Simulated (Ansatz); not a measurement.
# CH4ClFHfOS: up Jacob's ladder to CCSD(T)

One table from this session's results is given with a row withheld; the runs are named, their logs left out.

Method: functionals in def2-TZVPP, the program's frozen cores in correlated methods; program: Ansatz 0.2.0, Gaussian basis.

Levels to be run: PBE-D4, r2SCAN-D4, PBE0-D4, B3LYP-D4, ωB97X-V, ωB97M-V, B2PLYP; CCSD(T)/def2-TZVPP; MP2/def2-QZVPP; extrapolation to the limit.

### Structure used throughout

An earlier PBE0-D4 in a triple-zeta def2 set relaxation fixed the geometry. Hf takes the def2 core potential; no spin-orbit term is included.

SMILES `C[S][Hf]([OH])([F])[Cl]`, 10 atoms, charge 0, spin multiplicity 1.

Atoms are counted from 1 here; the program's logs count them from 0.

Bond lengths: C1–S2 1.828 Å, C1–H7 1.089 Å, C1–H8 1.089 Å, C1–H9 1.089 Å, S2–Hf3 2.428 Å, Hf3–O4 1.898 Å, Hf3–F5 1.903 Å, Hf3–Cl6 2.349 Å, O4–H10 0.952 Å. Angles: S2–C1–H7 110.9°, S2–C1–H8 111.4°, S2–C1–H9 106.9°, H7–C1–H8 110.1°, H7–C1–H9 108.7°, H8–C1–H9 108.8°, C1–S2–Hf3 100.3°, S2–Hf3–O4 107.3°, S2–Hf3–F5 108.4°, S2–Hf3–Cl6 108.1°, O4–Hf3–F5 107.6°, O4–Hf3–Cl6 113.8°, F5–Hf3–Cl6 111.4°, Hf3–O4–H10 169.9°.

Set-up of the first run:

File in.yaml:

```yaml
crystal:
  periodic: [false, false, false]
  atoms:
    - {symbol: C, position_ang: [0.529369, 1.391429, 1.139854]}
    - {symbol: S, position_ang: [-1.043416, 1.289169, 0.214046]}
    - {symbol: Hf, position_ang: [-0.882452, -0.968699, -0.663155]}
    - {symbol: O, position_ang: [0.859446, -1.169600, -1.388820]}
    - {symbol: F, position_ang: [-1.046369, -2.190185, 0.786634]}
    - {symbol: Cl, position_ang: [-2.603493, -1.265838, -2.234438]}
    - {symbol: H, position_ang: [0.503352, 0.752795, 2.021963]}
    - {symbol: H, position_ang: [1.377992, 1.125151, 0.510740]}
    - {symbol: H, position_ang: [0.641749, 2.426401, 1.460743]}
    - {symbol: H, position_ang: [1.663822, -1.390632, -1.847557]}
basis:
  gaussian: {orbitals: def2-TZVPP}
hamiltonian: {xc: pbe, dispersion: d4}
output: {forces: true, orbitals: {seedname: orbitals}}
```

On the command line:

```sh
ansatz run in.yaml --threads 2 --pin off --events-out ev --progress --plain --max-ram 22528MiB --backend cuda --devices 0, --max-vram 18GiB
```

Steps of the session up to this table: PBE-D4 (GGA); r2SCAN-D4 (meta-GGA); PBE0-D4 (hybrid); B3LYP-D4 (hybrid); ωB97X-V (range-separated); ωB97M-V (range-separated); B2PLYP (double hybrid).

One of the session's tables, all rows but one given; the rest of the session is left out.

It belongs to the step «Orbital energies across the functionals». 

| functional | HOMO (eV) | LUMO (eV) | gap (eV) |
| --- | --- | --- | --- |
| PBE-D4 | -5.99 | -2.29 | 3.70 |
| r2SCAN-D4 | -6.26 | -2.11 | 4.15 |
| PBE0-D4 | -7.20 | -1.47 | 5.73 |
| B3LYP-D4 | ? | ? | ? |
| ωB97X-V | -9.51 | 0.67 | 10.17 |
| ωB97M-V | -9.34 | 0.54 | 9.88 |

Q: Estimate the row for B3LYP-D4 from the others.

The run gave: HOMO (eV): -6.95; LUMO (eV): -1.68; gap (eV): 5.28. In the column «HOMO (eV)» it lies between PBE0-D4 (-7.20) and r2SCAN-D4 (-6.26).
